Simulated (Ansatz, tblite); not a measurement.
**TiBr2Cl2: a ladder of methods and basis sets**

One table from this session's results is given with a row withheld; the runs are named, their logs left out.

The runs use Ansatz 0.2.0, Gaussian basis; as each input shows.

Levels to be run: GFN1-xTB, GFN2-xTB, PBE-D4/def2-TZVP, r2SCAN-D4/def2-TZVP, r2SCANh-D4/def2-TZVP, B97M-V/def2-TZVP, BHLYP-D4/def2-TZVP, PBE-D4/def2-SVP, PBE0-D4/def2-SVP, HF/STO-3G, HF/6-31G, B3LYP-D4/6-31G, PBE0-D4/def2-TZVPD, PBE-D4/def2-TZVPD, r2SCANh-D4/def2-TZVPD, CCSD(T)/def2-SVP, MP2/def2-TZVP, RPA/def2-TZVP.

2 further runs of the same task are left out: 2 set aside as unsound or not needed.

### The relaxed structure

The singlet was relaxed beforehand with PBE-D4/def2-SVP.

5 atoms, charge 0, spin multiplicity 1.

Bond lengths: Ti1–Br2 2.328 Å, Ti1–Br3 2.328 Å, Ti1–Cl4 2.171 Å, Ti1–Cl5 2.171 Å. Angles: Br2–Ti1–Br3 109.1°, Br2–Ti1–Cl4 109.5°, Br2–Ti1–Cl5 109.5°, Br3–Ti1–Cl4 109.5°, Br3–Ti1–Cl5 109.5°, Cl4–Ti1–Cl5 109.7°.

Formally the metal is d0. No spin-orbit coupling is included.

PBE0-D4/def2-TZVP was run before; its log isn't repeated, and its numbers join the tables.

Set-up of the first run:

Tight binding, by tblite at 300 K electronic temperature and without a spin-polarisation term:

```python
tblite.interface.Calculator('GFN1-xTB', numbers, positions, charge=0, uhf=0).singlepoint()
```

Tight binding, by tblite at 300 K electronic temperature and without a spin-polarisation term:

```python
tblite.interface.Calculator('GFN2-xTB', numbers, positions, charge=0, uhf=0).singlepoint()
```

start.molden holds the orbitals of an earlier run on this state, given as this run's starting guess.

in.yaml reads:

```yaml
crystal:
  periodic: [false, false, false]
  atoms:
    - {symbol: Ti, position_ang: [-0.032868, 0.000100, -0.023043]}
    - {symbol: Br, position_ang: [-0.015915, -0.015329, 2.304351]}
    - {symbol: Br, position_ang: [2.160955, 0.008649, -0.800446]}
    - {symbol: Cl, position_ang: [-1.058826, 1.778477, -0.728642]}
    - {symbol: Cl, position_ang: [-1.053346, -1.771907, -0.752220]}
basis:
  gaussian: {orbitals: def2-TZVP, initial_orbitals: start.molden}
hamiltonian: {xc: pbe, dispersion: d4}
scf: {omitted_lower_state_checks: [starts]}
output: {forces: true, orbitals: {seedname: orbitals}}
```

Command:

```bash
> ansatz run in.yaml --threads 2 --pin off --events-out ev --progress --plain --max-ram 32768MiB --backend cpu
```

Among the steps run: PBE-D4/def2-TZVP; r2SCAN-D4/def2-TZVP; r2SCANh-D4/def2-TZVP; B97M-V/def2-TZVP; BHLYP-D4/def2-TZVP; PBE-D4/def2-SVP; PBE0-D4/def2-SVP; HF/STO-3G; HF/6-31G; B3LYP-D4/6-31G; PBE0-D4/def2-TZVPD; PBE-D4/def2-TZVPD; r2SCANh-D4/def2-TZVPD; CCSD(T)/def2-SVP; MP2/def2-TZVP; RPA/def2-TZVP.

One of the session's tables, all rows but one given; the rest of the session is left out.

It belongs to the step «Binding energy». 

| method | binding an atom (eV) |
| --- | --- |
| HF/STO-3G | 4.387 |
| HF/6-31G | 1.674 |
| HF/def2-SVP | 1.886 |
| HF/def2-TZVP | 1.996 |
| PBE-D4/def2-SVP | 3.730 |
| B97M-V/def2-TZVP | 3.508 |
| B3LYP-D4/6-31G | ? |
| PBE0-D4/def2-SVP | 3.394 |
| PBE0-D4/def2-TZVP | 3.400 |
| PBE0-D4/def2-TZVPD | 3.400 |
| BHLYP-D4/def2-TZVP | 3.002 |
| MP2/def2-SVP | 3.323 |
| MP2/def2-TZVP | 3.546 |
| CCSD/def2-SVP | 2.872 |
| CCSD(T)/def2-SVP | 3.100 |

Q: Estimate the row for B3LYP-D4/6-31G from the others.

The run gave: binding an atom (eV): 3.194. In the column «binding an atom (eV)» it lies between CCSD(T)/def2-SVP (3.100) and MP2/def2-SVP (3.323).

Caveats from the session: Free atoms were run apart at each level; binding is atoms less cluster, divided by the number of atoms, without zero-point or spin-orbit terms.
